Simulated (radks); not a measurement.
**Ru⁴⁺ in [Kr] 4d4: an all-electron calculation**

One table from this session's results is given with a row withheld; the runs are named, their logs left out.

The numbers are computed with radks (a radial shooting solver on a logarithmic mesh, Libxc functionals) version 1 (scalar-relativistic Kohn-Sham, AM05, spin-unpolarised, spherical densities, finite nucleus), except any that are marked as measured or tabulated.

### The system

```
element            : ruthenium (Z = 44)
charge             : +4
electrons          : 40
configuration      : [Kr] 4d4
nuclear rms radius : 4.4809 fm
```

Outer shells as boxes (Hund's rule):

Ru⁴⁺
```
[Kr] core
4d [↑ ][↑ ][↑ ][↑ ][  ]
```

Set-up of the first run:

Input:

```text
Z 44
configuration [Kr] 4d4
relativity scalar-relativistic
functional am05,am05
spin unpolarised
nucleus finite rms 4.4809 fm
c 137.035999084
```

Run with:

```console
$ python run_ks.py task.json out
```

All runs below come from this command, one after another.

One table of the session follows, with a row left open; its other results are not shown here.

It belongs to the step «Radial structure». Radial moments (bohr):

| level | <r> | outermost maximum (interpolated) | 90 % within | nodes |
| --- | --- | --- | --- | --- |
| 1s | 0.03347 | 0.0217 | 0.0600 | 0 |
| 2s | ? | ? | ? | ? |
| 2p | 0.1270 | 0.0983 | 0.207 | 0 |
| 3s | 0.4031 | 0.362 | 0.595 | 2 |
| 3p | 0.4033 | 0.355 | 0.608 | 1 |
| 3d | 0.3840 | 0.301 | 0.611 | 0 |
| 4s | 1.003 | 0.909 | 1.45 | 3 |
| 4p | 1.094 | 0.973 | 1.61 | 2 |
| 4d | 1.367 | 1.14 | 2.09 | 1 |

**Question.** Estimate the row for 2s.

As computed: <r>: 0.1458; outermost maximum (interpolated): 0.123; 90 % within: 0.225; nodes: 1. In the column «<r>» it lies between 2p (0.1270) and 3d (0.3840).

To keep in mind: Spin polarisation and multiplet splitting are left out.
